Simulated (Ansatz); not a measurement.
This script for Ansatz 0.2.0 through its Python package starts 2 runs on CH₆F₂Si₂, SMILES FC[SiH](F)[SiH3]. What input does the engine get in each?

`ch6f2si2.py`:
```python
# -*- coding: utf-8 -*-
'''Vertical spin-state energies of CH6F2Si2.'''

from dataclasses import dataclass

import ansatz as az
from ase import Atoms


@dataclass
class RunConfig:
    basis_set: str = 'def2-TZVP'
    functional: str = 'HF'


opts = RunConfig()

atoms = Atoms(['F', 'C', 'Si', 'F', 'Si', 'H', 'H', 'H', 'H', 'H', 'H'], positions=[
    (-2.0458, -0.0653, -0.7535),
    (-1.3998, 0.9112, -0.0604),
    (0.3733, 0.7059, -0.3756),
    (1.2701, 1.8356, 0.4759),
    (1.0114, -1.4106, 0.3225),
    (-1.7489, 1.9131, -0.3849),
    (-1.6319, 0.7956, 0.9993),
    (0.7848, 0.9164, -1.8074),
    (0.3451, -2.4431, -0.4251),
    (2.4817, -1.6071, 0.2417),
    (0.6253, -1.6088, 1.7881),
])
molecule = az.Crystal.molecule_from_ase(atoms)

calculation = molecule.calculation()
calculation = calculation.basis(gaussian=opts.basis_set)
calculation = calculation.functional(opts.functional)
found = {}
for unpaired in [0, 2]:
    r = calculation.spin('collinear', total=unpaired).run().report
    s = unpaired / 2
    found[unpaired] = r['free_energy_ev']
    print(f'2S+1 = {unpaired + 1}: E = {found[unpaired]:.5f} eV, <S^2> = {abs(r["mean_field"]["state"]["spin_squared"]):.3f} (pure state {s * (s + 1):.2f})')
lowest = min(found, key=found.get)
for unpaired, e in found.items():
    print(f'multiplicity {unpaired + 1}: {96.485332 * (e - found[lowest]):.1f} kJ/mol above the lowest')
```

Run 1:
```yaml
crystal:
  periodic: [false, false, false]
  atoms:
    - { symbol: F, position_ang: [-2.0458, -0.0653, -0.7535] }
    - { symbol: C, position_ang: [-1.3998, 0.9112, -0.0604] }
    - { symbol: Si, position_ang: [0.3733, 0.7059, -0.3756] }
    - { symbol: F, position_ang: [1.2701, 1.8356, 0.4759] }
    - { symbol: Si, position_ang: [1.0114, -1.4106, 0.3225] }
    - { symbol: H, position_ang: [-1.7489, 1.9131, -0.3849] }
    - { symbol: H, position_ang: [-1.6319, 0.7956, 0.9993] }
    - { symbol: H, position_ang: [0.7848, 0.9164, -1.8074] }
    - { symbol: H, position_ang: [0.3451, -2.4431, -0.4251] }
    - { symbol: H, position_ang: [2.4817, -1.6071, 0.2417] }
    - { symbol: H, position_ang: [0.6253, -1.6088, 1.7881] }
basis:
  gaussian:
    orbitals: def2-TZVP
hamiltonian:
  xc: hf
magnetization:
  spin_polarized: true
  initial_magnetization: 0.0
```

Run 2, against run 1:
```diff
-  initial_magnetization: 0.0
+  initial_magnetization: 2.0
```

`python ch6f2si2.py` gives:
```text
2S+1 = 1: E = -22266.19145 eV, <S^2> = 0.000 (pure state 0.00)
2S+1 = 3: E = -22260.43026 eV, <S^2> = 2.009 (pure state 2.00)
multiplicity 1: 0.0 kJ/mol above the lowest
multiplicity 3: 555.9 kJ/mol above the lowest
```

In order: multiplicity 1 (+0.00 eV) and multiplicity 3 (+5.76 eV), all at the one geometry.

Total energies depend on the basis set; only differences at equal settings carry meaning. The geometry is a force-field or estimated start, not a minimum of this method, and the basis set is short of its limit. All parts are taken at fixed geometry, without zero-point energy. Hartree-Fock leaves correlation out, so it favours high-spin states too much. Run time: 62 s on 1 thread of Arm Neoverse V1, with other jobs on the host, peak memory 0.94 GiB.
